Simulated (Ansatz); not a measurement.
**GePH (singlet): the correlation ladder at a displaced geometry (v1), cc-pVDZ**

The task here is to estimate one member of a computed series from the others.

Program: Ansatz 0.2.0, Gaussian basis. Level of theory: cc-pVDZ, core rule «outside noble gas», up to 19 orbitals frozen. These are calculated values, not measurements.

The runs, in order: UHF; CCSD(T) on RHF; CCSD(T) on UHF; BCCD(T) on RHF; CISD; CCSDT(Q) on RHF; CCSDT(Q) on UHF; CASSCF and MRCISD+Q, 10 electrons in 9 orbitals; CASSCF and NEVPT2, 10 electrons in 9 orbitals.

15 further runs of the same task are left out: 9 that didn't finish, 6 set aside as unsound or not needed.

## What is computed

The geometry is a PBE0/def2-TZVP stationary point (not a proven minimum) with its atoms shifted at random (size 0.040 Å). No spin-orbit coupling is included. The filled d shell of Ge may be among the frozen orbitals whatever the setting's name suggests; the logs give the count.

3 atoms, charge 0, spin multiplicity 1.

Atoms are counted from 1 here; the program's logs count them from 0.

Bond lengths: Ge1–P2 2.138 Å, P2–H3 1.513 Å. Angles: Ge1–P2–H3 68.4°.

Set-up of the first run:

in.yaml

```yaml
crystal:
  periodic: [false, false, false]
  atoms:
    - {symbol: Ge, position_ang: [-0.000207, 0.007565, 0.648407]}
    - {symbol: P, position_ang: [-0.001041, -0.062037, -1.488859]}
    - {symbol: H, position_ang: [0.046923, 1.361171, -0.976950]}
basis:
  gaussian: {orbitals: cc-pVDZ}
magnetization: {spin_polarized: true, initial_magnetization: 0}
hamiltonian: {xc: hf}
output: {orbitals: {seedname: orbitals}}
```

Command:

```console
> ansatz run in.yaml --threads 1 --pin off --events-out ev --progress --plain --max-ram 2393MiB
```

Among the steps run: UHF; CCSD(T) on RHF; CCSD(T) on UHF; BCCD(T) on RHF; CISD; CCSDT(Q) on RHF; CCSDT(Q) on UHF; CASSCF and MRCISD+Q, 10 electrons in 9 orbitals; CASSCF and NEVPT2, 10 electrons in 9 orbitals.

One table of the session follows, with a row left open; its other results are not shown here.

| method | from RCCSDT(Q) (meV) |
| --- | --- |
| RHF | +6360.9 |
| UHF | +6315.3 |
| RMP2 | +1087.5 |
| CISD | +888.8 |
| RCCSD | +347.3 |
| RCCSD(T) | ? |
| BCCD(T) | +53.5 |
| RCCSDT | +27.0 |
| RCCSDT(Q) | 0 |
| CASSCF valence | +4036.1 |
| NEVPT2 valence | +895.1 |
| MRCISD valence | +311.0 |
| MRCISD+Q valence | +4.8 |

**Question.** Estimate the row for RCCSD(T).

The run gave: from RCCSDT(Q) (meV): +53.8. In the column «from RCCSDT(Q) (meV)» it lies between BCCD(T) (+53.5) and MRCISD valence (+311.0).

Not comparable, so not listed: CCSD(T) on UHF; CCSDT(Q) on UHF (they don't share determinant, frozen orbitals or solution with the rows shown, or repeat one).

Limits of these values: Warnings: restricted reference is unstable; spin contamination; large T1 diagnostic.
